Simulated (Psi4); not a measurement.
**ZrO2 (zirconia): levels of theory compared**

We compute a comparison of 5 runs (HF/STO-3G, DSD-PBEP86/def2-TZVP, HSE06/def2-TZVP, TPSSh/def2-TZVP, MP3/def2-TZVP) of ZrO2 (zirconia). 

Program for the calculation: Psi4 1.11.

1 further run of the same task is left out (set aside as unsound or not needed).

### Step 1. The system as given

ZrO2: 3 atoms, total charge 0, spin state singlet. As SMILES, `[O]=[Zr]=[O]`. One bond was lengthened or shortened from a relaxed shape.

Bond lengths: O1–Zr2 2.026 Å, Zr2–O3 1.761 Å. Angles: O1–Zr2–O3 107.9°.

### Step 2. Energy and forces at HF/STO-3G (run 1)

job.inp reads:

```
memory 1600 mb

molecule m {
  O      0.700404     1.512654     0.393891
  Zr     0.348500    -0.481700     0.351800
  O     -1.003000    -0.770800    -0.740100
  symmetry c1
}

set {
  basis         STO-3G
  reference     rhf
  puream        true
  e_convergence 1e-09
  d_convergence 1e-08
  scf_type      pk
}

energy_value, wavefunction = gradient('scf', return_wfn=True)
oeprop(wavefunction, 'MULLIKEN_CHARGES', 'LOWDIN_CHARGES', 'QUADRUPOLE')
print_variables()
```

Started as:

```sh
$ psi4 -i job.inp -o job.out -n 1
```

job.out:

```text
[...]
  Running in c1 symmetry.
[...]
  Nuclear repulsion =  190.783549868482964
[...]
  Multiplicity = 1
[...]
  Nalpha       = 28
  Nbeta        = 28
[...]
    Number of basis functions: 37
[...]
   @RHF iter   1: -3650.03822750330482   -1.92434e+00   2.15542e-02 ADIIS/DIIS
[...]
   @RHF iter  16: -3650.68434452343308   -4.09273e-12   8.96453e-09 DIIS
[...]
  @RHF Final Energy: -3650.68434452343308
   => Energetics <=
    Nuclear Repulsion Energy =            190.7835498684829645
    One-Electron Energy =               -5443.1131163645532069
    Two-Electron Energy =                1601.6452219726379553
    Total Energy =                      -3650.6843445234326282
[...]
  -Total Gradient:
     Atom            X                  Y                   Z
    ------   -----------------  -----------------  -----------------
       1        0.019259772978     0.167582865643     0.000000000000
       2       -0.092464010280    -0.186268574895     0.000000000000
       3        0.073204237319     0.018685709275    -0.000000000000
[...]
 Multipole Moments:
 ------------------------------------------------------------------------------------
     Multipole            Electronic (a.u.)      Nuclear  (a.u.)        Total (a.u.)
 ------------------------------------------------------------------------------------
 L = 1.  Multiply by 2.5417464519 to convert [e a0] to [Debye]
 Dipole X            :          3.7500992           -1.7736306            1.9764686
 Dipole Y            :         -4.2967616            2.1099748           -2.1867868
 Dipole Z            :         -0.0000000            0.0000000           -0.0000000
 Magnitude           :                                                    2.9476201
 L = 2.  Multiply by 1.3450342976 to convert [e a0^2] to [Debye ang]
 Quadrupole XX       :       -106.6280487           80.3337193          -26.2943294
 Quadrupole XY       :        -45.2694396           41.4252011           -3.8442385
[...]
  Mulliken Charges: (a.u.)
   Center  Symbol    Alpha    Beta     Spin     Total
       1     O     4.14564  4.14564  0.00000 -0.29128
       2    ZR    19.70744 19.70744  0.00000  0.58512
       3     O     4.14692  4.14692  0.00000 -0.29384
   Total alpha = 28.00000, Total beta = 28.00000, Total charge =  0.00000
  Lowdin Charges: (a.u.)
   Center  Symbol    Alpha    Beta     Spin     Total
       1     O     4.10354  4.10354  0.00000 -0.20709
       2    ZR    19.84557 19.84557  0.00000  0.30885
       3     O     4.05088  4.05088  0.00000 -0.10177
[...]
```

It took 6.9 s on 1 thread of Intel Xeon Platinum 8259CL at 2.50GHz (Skylake/Cascade Lake), shared host; peak memory 0.19 GiB.

### Step 3. A single-point energy at DSD-PBEP86/def2-TZVP (core potential, density fitting for correlation) (run 2)

calc.inp reads:

```
memory 1600 mb

molecule {
  0 1
  O      0.700404     1.512654     0.393891
  Zr     0.348500    -0.481700     0.351800
  O     -1.003000    -0.770800    -0.740100
  symmetry c1
  no_reorient
  no_com
}

set puream true
set e_convergence 1e-09
set d_convergence 1e-08
set scf_type pk
set dft_radial_points 99
set dft_spherical_points 590
set num_frozen_docc 2

e_tot, wfn = energy("dsd-pbep86/def2-TZVP", return_wfn=True)
print_variables()
```

Started as:

```sh
$ psi4 -i calc.inp -o calc.out -n 1
```

calc.out:

```text
[...]
    !!!  WARNING: ECP capability is in beta. Please check occupations closely.  !!!
[...]
  Running in c1 symmetry.
[...]
  Nuclear repulsion =   64.966789023302027
[...]
  Multiplicity = 1
[...]
  Nalpha       = 14
  Nbeta        = 14
[...]
    Number of basis functions: 102
[...]
   @RKS iter   1:  -196.02687885684122   -5.15199e-01   1.25012e-02 DIIS/ADIIS
[...]
   @RKS iter  16:  -196.79304235649408   -1.48077e-11   7.16361e-09 DIIS
[...]
    Orbital Energies [Eh]
    ---------------------
    Doubly Occupied:
       1A    -20.022092     2A    -19.976079     3A     -2.437645
       4A     -1.509763     5A     -1.476954     6A     -1.470189
       7A     -1.041728     8A     -0.993128     9A     -0.427475
      10A     -0.418715    11A     -0.412324    12A     -0.345289
      13A     -0.319140    14A     -0.316303
[...]
  @RKS Final Energy:  -196.79304235649408
   => Energetics <=
    Nuclear Repulsion Energy =             64.9667890233020273
    One-Electron Energy =                -416.4831203199070160
    Two-Electron Energy =                 161.3248782383506921
    DFT Exchange-Correlation Energy =      -6.6015892982397526
    Empirical Dispersion Energy =           0.0000000000000000
    VV10 Nonlocal Energy =                  0.0000000000000000
    Total Energy =                       -196.7930423564940838
[...]
 Multipole Moments:
 ------------------------------------------------------------------------------------
     Multipole            Electronic (a.u.)      Nuclear  (a.u.)        Total (a.u.)
 ------------------------------------------------------------------------------------
 L = 1.  Multiply by 2.5417464519 to convert [e a0] to [Debye]
 Dipole X            :         -1.8503429            3.3282461            1.4779032
 Dipole Y            :         -3.5125807            0.2918342           -3.2207466
 Dipole Z            :         -1.1033116            2.7437463            1.6404347
 Magnitude           :                                                    3.9049241
[...]
```

Run time: 14 s. Hardware: 1 thread of Intel Xeon Platinum 8259CL at 2.50GHz (Skylake/Cascade Lake), shared host; peak memory 0.62 GiB.

Runs 3 to 4 aren't shown in full; the table further down has their settings and results.

### Step 4. The energy at MP3/def2-TZVP (core potential) (run 5)

run.py reads:

```python
import numpy as np
from ase.calculators.psi4 import Psi4
from ase import Atoms

mol = Atoms(['O', 'Zr', 'O'], positions=[
    [0.700404, 1.512654, 0.393891],
    [0.348500, -0.481700, 0.351800],
    [-1.003000, -0.770800, -0.740100],
])
calc = Psi4(atoms=mol, method='mp3', basis='def2-TZVP', memory='1600MB', num_threads=1, charge=0, multiplicity=1, label='psi4-calc')
calc.psi4.set_options({'puream': True, 'e_convergence': 1e-09, 'd_convergence': 1e-08, 'scf_type': 'pk', 'num_frozen_docc': 2, 'mp_type': 'conv'})
mol.calc = calc

print(f'energy: {mol.get_potential_energy():.6f} eV')
```

Started as:

```sh
$ python run.py
```

psi4-calc.dat:

```text
[...]
    !!!  WARNING: ECP capability is in beta. Please check occupations closely.  !!!
[...]
  Running in c1 symmetry.
[...]
  Nuclear repulsion =   64.966789023302042
[...]
  Multiplicity = 1
[...]
  Nalpha       = 14
  Nbeta        = 14
[...]
    Number of basis functions: 102
[...]
   @RHF iter   1:  -195.61163540149957   -7.72114e-01   1.14642e-02 DIIS/ADIIS
[...]
   @RHF iter  18:  -196.27957183107401   -6.30962e-12   5.88591e-09 DIIS
[...]
    Orbital Energies [Eh]
    ---------------------
    Doubly Occupied:
       1A    -20.516720     2A    -20.464901     3A     -2.593003
       4A     -1.616233     5A     -1.575531     6A     -1.570437
       7A     -1.141194     8A     -1.088711     9A     -0.479414
      10A     -0.466163    11A     -0.455582    12A     -0.387985
      13A     -0.358875    14A     -0.351868
[...]
  @RHF Final Energy:  -196.27957183107401
   => Energetics <=
    Nuclear Repulsion Energy =             64.9667890233020415
    One-Electron Energy =                -416.3594847485256878
    Two-Electron Energy =                 155.1131238941496235
    Total Energy =                       -196.2795718310740085
[...]
 Multipole Moments:
 ------------------------------------------------------------------------------------
     Multipole            Electronic (a.u.)      Nuclear  (a.u.)        Total (a.u.)
 ------------------------------------------------------------------------------------
 L = 1.  Multiply by 2.5417464519 to convert [e a0] to [Debye]
 Dipole X            :          9.7386545           -8.1713873            1.5672672
 Dipole Y            :        -17.3977162           13.9399226           -3.4577936
 Dipole Z            :         10.3268287           -8.5818630            1.7449657
 Magnitude           :                                                    4.1782256
[...]
	SCS-MP2 Total Energy (a.u.)        :  -197.07846301153657
	SOS-MP2 Total Energy (a.u.)        :  -197.05588688626520
[...]
	SOS-PI-MP2 Total Energy (a.u.)     :  -197.11560342897221
[...]
	MP2 Total Energy (a.u.)            :  -197.12361526207923
[...]
	SCS-MP3 Total Energy (a.u.)        :  -197.05445697671576
[...]
	MP3 Total Energy (a.u.)            :  -197.02759112279591
[...]
```

The script printed:

```text
energy: -5361.393839 eV
```

It took 16 s on 1 thread of Intel Xeon Platinum 8259CL at 2.50GHz (Skylake/Cascade Lake), shared host; peak memory 1.1 GiB.

### Step 5. The series

| run | level | task | core potential | energy (Eh) | dipole moment (D) | HOMO energy (eV) | LUMO energy (eV) | wall time |
| --- | --- | --- | --- | --- | --- | --- | --- | --- |
| 1 | HF/STO-3G | gradient | none | -3650.684345 | 7.49 | -4.99 | 4.88 | 6.9 s |
| 2 | DSD-PBEP86/def2-TZVP (core potential, density fitting for correlation) | energy | def2 | -197.246090 | – | -8.61 | -2.21 | 14 s |
| 3 | HSE06/def2-TZVP (core potential) | energy | def2 | -197.416567 | 8.63 | -6.02 | -3.67 | 41 s |
| 4 | TPSSh/def2-TZVP (core potential) | energy | def2 | -197.573319 | 8.42 | -5.61 | -3.48 | 38 s |
| 5 | MP3/def2-TZVP (core potential) | energy | def2 | -197.027591 | – | -9.57 | -1.58 | 16 s |

### Step 6. Summary of results

| quantity | value |
| --- | --- |
| run 5: total energy | -197.02759 Eh |
| run 5: HOMO energy (Hartree–Fock orbitals) | -9.57 eV |
| run 5: LUMO energy (Hartree–Fock orbitals) | -1.58 eV |
| run 5: HOMO–LUMO gap (Hartree–Fock orbitals) | 7.99 eV |
| run 5: correlation energy (2 core orbitals frozen) | -748.0 mEh |

What this shows: Over runs 1, 3, 4 the dipole moment (its size) runs from 7.49 D (HF/STO-3G) to 8.63 D (HSE06/def2-TZVP). The two ends differ in method and basis and core potential. Over runs 1, 2, 3, 4 the HOMO–LUMO gap runs from 2.13 eV (TPSSh/def2-TZVP) to 9.87 eV (HF/STO-3G). Totals of different functionals can't be ranked against each other. Some runs of one species differ in core potentials or relativity; totals across that change don't compare. In run 1 the basis is minimal, so the values are rough. In run 1 relativity is left out where basis or elements ask for it. All runs together took 1.9 min, the longest 41 s.
